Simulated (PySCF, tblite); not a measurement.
**CH8GeSSi+ (doublet): geometry, infrared bands and EPR parameters**

Wanted: the infrared bands and EPR parameters of CH8GeSSi+ (doublet) (`[SiH3][C@@H]([SH+])[GeH3]`), by calculation.

Programs: tblite 0.8.0 and PySCF 2.14.0, with density-fitted response routines of our own. Each step states its level of theory. These are calculated values for one molecule in the gas phase, unless marked as measured. Atoms are numbered from 0 throughout.

## (1) Starting geometry

12 atoms, charge 1, multiplicity 2; geometry from: force field or distance geometry start.

Bonds of the start (Å): Si0–C1 1.87, C1–S2 1.81, C1–Ge3 1.95, Si0–H4 1.48, Si0–H5 1.46, Si0–H6 1.47, C1–H7 1.09, S2–H8 1.41, Ge3–H9 1.56, Ge3–H10 1.54, Ge3–H11 1.55.

## (2) Relaxing the molecule with GFN2-xTB

What the job is given:

```
{"job": {"kind": "relax", "xc": "GFN2-xTB", "basis": "xTB"}, "charge": 1, "multiplicity": 2}
Si    -0.878300    -1.350400    -0.043100
C     -0.437200     0.411700    -0.507700
S     -1.427800     1.578000     0.463300
Ge     1.457200     0.714700    -0.152600
H     -2.315300    -1.571700    -0.308800
H     -0.088000    -2.284500    -0.844300
H     -0.619700    -1.567400     1.383000
H     -0.620600     0.565700    -1.574800
H     -0.932200     1.150600     1.706800
H      1.739800     0.477200     1.366500
H      1.824800     2.160800    -0.528900
H      2.298300    -0.285500    -0.985300
```

The run is started by

```
$ OMP_NUM_THREADS=1 python probes_run.py task.json out
```

One launch serves the whole session: the jobs run in the order shown.

**Question.** This job is followed by: GFN2-xTB harmonic vibrations, gas phase; UKS B3LYP, def2-TZVP-core on Ge, pcH-1 on C H S Si, non-relativistic, mean-field spin-orbit, GIAO. What will the session give for the following? strongest single infrared mode (GFN2-xTB); zero-point energy (GFN2-xTB); g(iso) (B3LYP); ⟨S²⟩; largest a(iso) (averaged by class).

The runs gave:

| quantity | value |
| --- | --- |
| strongest single infrared mode (GFN2-xTB) | 764 cm⁻¹, 283 km/mol |
| zero-point energy (GFN2-xTB) | 43.8 kcal/mol |
| g(iso) (B3LYP) | 2.01435 |
| ⟨S²⟩ | 0.753 (exact 0.75) |
| largest a(iso) (averaged by class) | 29Si on Si0, -31.8 MHz |

The optimisation took 34 steps and gained 0.399 eV; among the close pairs (by a distance rule), Si0–C1 changed most, from 1.875 to 2.018 Å. All 30 modes are real, so the xTB geometry is a minimum. The strongest single mode, at 764 cm⁻¹, has its largest shares on H4, H6 and H5 (the list is cut at 3 atoms). Unscaled tight-binding wavenumbers are off by several per cent, some by more. Its intensities can rank the bands wrongly. The largest share of the spin, 0.63 e, sits on S2. The isotropic g lies 12.0 ppt above the free-electron value. The hyperfine terms hold no scalar relativity, which the heavier nuclei need.
